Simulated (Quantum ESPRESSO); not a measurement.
Crystal: InSb3.

```
CELL_PARAMETERS angstrom
4.80637 0.00000 0.00000
0.00000 4.80637 0.00000
0.00000 0.00000 4.80637
ATOMIC_POSITIONS crystal
Sb 0.50000 0.50000 0.00000
Sb 0.00000 0.50000 0.50000
Sb 0.50000 0.00000 0.50000
In 0.00000 0.00000 0.00000
```

The cell comes from a database or a generator and needn't be the stable form of this composition.

Base run:

```yaml
Program: Quantum ESPRESSO 7.5
Functional: LDA
Potentials_or_basis: GBRV 1.5 LDA
Cutoff: 762 eV
Density_cutoff: 6095 eV
k_mesh: 6 × 6 × 6
Occupations: fermi-dirac, width 0.05 eV
Spin: no spin polarisation
```

Its results: band gap on the k mesh none (metal or under the smearing width); pressure -3.8 GPa.

The run is repeated on the same cell with these changes: functional from LDA to PBEsol; potentials or basis from GBRV 1.5 LDA to GBRV 1.5 PBEsol. What comes out?

Band gap on the k mesh none (metal or under the smearing width); pressure -2.7 GPa.

Not every run made on this cell is shown here.
